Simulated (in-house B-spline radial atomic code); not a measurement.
# Re⁷⁴⁺: ionisation energy by several methods

Aim: the ionisation energy of Re⁷⁴⁺ by several methods, each as the difference of two self-consistent energies (Re⁷⁴⁺ and the next ion, bare nucleus).

Program: in-house B-spline radial atomic code version 1. Level of theory: scalar-relativistic (X2C), several functionals, spin-polarised; spherical all-electron atom at the radial basis limit. These are calculated values, not measurements, unless marked.

## Step 1: The system

```
element       : rhenium (Z = 75)
charge        : +74
electrons     : 1
configuration : 1s1
nucleus       : Fermi, rms radius 5.370 fm
```

Where spins are not typed, each open shell is filled with up spins first.

## Step 2: r2SCAN, a meta-GGA

The run's settings:

```ini
Z = 75
electrons = 1.0
configuration = 1s1
hamiltonian = x2c
method = r2scan
spin_polarised = True
nucleus = fermi
rms_radius = 5.3698
mass_number = 187
atomic_mass = 186.955752217
speed_of_light = 137.035999084
```

## Step 3: fractional-occupation HF

Settings: those of step 2 with these lines changed.

```diff
@@ -4,3 +4,3 @@
 hamiltonian = x2c
-method = r2scan
+method = hf,
 spin_polarised = True
```

## Step 4: PW91, a GGA

Settings: those of step 3 with these lines changed.

```diff
@@ -4,3 +4,3 @@
 hamiltonian = x2c
-method = hf,
+method = pw91,pw91
 spin_polarised = True
```

## Step 5: Hartree-Fock

Settings: those of step 4 with these lines changed.

```diff
@@ -4,3 +4,3 @@
 hamiltonian = x2c
-method = pw91,pw91
+method = hf
 spin_polarised = True
```

## Step 6: TPSS, a meta-GGA

Settings: those of step 5 with these lines changed.

```diff
@@ -4,3 +4,3 @@
 hamiltonian = x2c
-method = hf
+method = tpss,tpss
 spin_polarised = True
```

## Step 7: HSE06, a range-separated hybrid

Settings: those of step 6 with these lines changed.

```diff
@@ -4,3 +4,3 @@
 hamiltonian = x2c
-method = tpss,tpss
+method = hse06
 spin_polarised = True
```

The tabulated ionisation energy is 83162.4 ± 0.24 eV (tabulated theoretical; NIST Atomic Spectra Database). What does each method give, and which comes nearest?

As calculated:

| method | rung | total energy (hartree) | ΔSCF (eV) | −ε highest (eV) | ΔSCF less tabulated (eV) |
| --- | --- | --- | --- | --- | --- |
| PW91 | GGA | -3061.2432 | 83300.7 | 82741.7 (1s up) | +138.3 |
| r2SCAN | meta-GGA | -3061.3319 | 83303.1 | 82798.6 (1s up) | +140.7 |
| TPSS | meta-GGA | -3061.3470 | 83303.5 | 82774.3 (1s up) | +141.1 |
| HSE06 | range-separated hybrid | -3061.1697 | 83298.7 | 82877.0 (1s up) | +136.3 |
| fractional-occupation HF | Hartree-Fock | -3060.9697 | 83293.2 | 83293.2 (1s up) | +130.8 |
| Hartree-Fock | Hartree-Fock | -3060.9697 | 83293.2 | 83293.2 (1s up) | +130.8 |

**Reading.** Against the tabulated ionisation energy, 83162.4 ± 0.24 eV (tabulated theoretical; NIST Atomic Spectra Database), the best here is fractional-occupation HF (+130.8 eV) and the worst TPSS (+141.1 eV, or 0.17 %). Mean absolute error by rung (exchange-only levels left out): GGA 138.26 eV, meta-GGA 140.88 eV, range-separated hybrid 136.26 eV, Hartree-Fock 130.82 eV. All methods miss on the same side by much the same amount, which points to something that they share. Relativistic terms that these runs lack can be as large as the gaps between close methods, so the nearest may be so by luck. Spin-orbit coupling is left out.

Members of this set that are not shown: 1 did not converge.
